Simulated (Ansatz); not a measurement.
# AsH₃ (singlet): wave-function methods side by side, 6-31G

An exercise on one series of results from a longer session: the logs are not shown, and one member is left open.

Method: 6-31G, core rule «outside noble gas», up to 14 orbitals frozen; program: Ansatz 0.2.0, Gaussian basis.

To be run: UHF; CCSD(T) on RHF; BCCD(T) on RHF; CISD; CCSDT(Q) on RHF; CCSDTQ on RHF; CASSCF and MRCISD+Q, 8 electrons in 7 orbitals; CASSCF and NEVPT4(SD), 8 electrons in 7 orbitals; CASSCF and NEVPT2, 8 electrons in 7 orbitals; Full CI.

9 further runs of the same task are left out: 3 that didn't finish, 6 set aside as unsound or not needed.

## The geometry

The geometry is a PBE0/def2-TZVP stationary point (not a proven minimum). No spin-orbit coupling is included. The filled d shell of As may be among the frozen orbitals whatever the setting's name suggests; the logs give the count.

4 atoms, charge 0, spin multiplicity 1.

Atoms are counted from 1 here; the program's logs count them from 0.

Bond lengths: As1–H2 1.522 Å, As1–H3 1.522 Å, As1–H4 1.522 Å. Angles: H2–As1–H3 92.0°, H2–As1–H4 92.0°, H3–As1–H4 92.0°.

Set-up of the first run:

The input, in.yaml:

```yaml
crystal:
  periodic: [false, false, false]
  atoms:
    - {symbol: As, position_ang: [0.000180, 0.000018, -0.032875]}
    - {symbol: H, position_ang: [1.259297, 0.013995, 0.821503]}
    - {symbol: H, position_ang: [-0.648855, 1.086822, 0.811601]}
    - {symbol: H, position_ang: [-0.623856, -1.102121, 0.810570]}
basis:
  gaussian: {orbitals: 6-31G}
magnetization: {spin_polarized: true, initial_magnetization: 0}
hamiltonian: {xc: hf}
output: {orbitals: {seedname: orbitals}}
```

Launch:

```sh
> ansatz run in.yaml --threads 1 --pin off --events-out ev --progress --plain --max-ram 2393MiB
```

Steps of the session up to this table: UHF; CCSD(T) on RHF; BCCD(T) on RHF; CISD; CCSDT(Q) on RHF; CCSDTQ on RHF; CASSCF and MRCISD+Q, 8 electrons in 7 orbitals; CASSCF and NEVPT4(SD), 8 electrons in 7 orbitals; CASSCF and NEVPT2, 8 electrons in 7 orbitals; Full CI.

One table of the session follows, with a row left open; its other results are not shown here.

```
            method  from FCI (kcal/mol)
               RHF               +54.71
              RMP2               +14.68
              CISD                +2.82
             RCCSD                +0.72
          RCCSD(T)                +0.16
           BCCD(T)                +0.16
            RCCSDT                +0.03
         RCCSDT(Q)                +0.01
           RCCSDTQ                 0.00
    CASSCF valence               +18.78
    NEVPT2 valence                +4.48
NEVPT4(SD) valence                +0.78
    MRCISD valence                    ?
  MRCISD+Q valence                +0.24
               FCI                    0
```

Q: Estimate the row for MRCISD valence from the others.

**Answer.** from FCI (kcal/mol): +0.54. In the column «from FCI (kcal/mol)» it lies between MRCISD+Q valence (+0.24) and RCCSD (+0.72).

With the free atoms at the same levels and basis (separate runs), the atomisation energy is 7.360 eV at FCI, 7.352 eV at RCCSD(T), 5.510 eV at RHF.
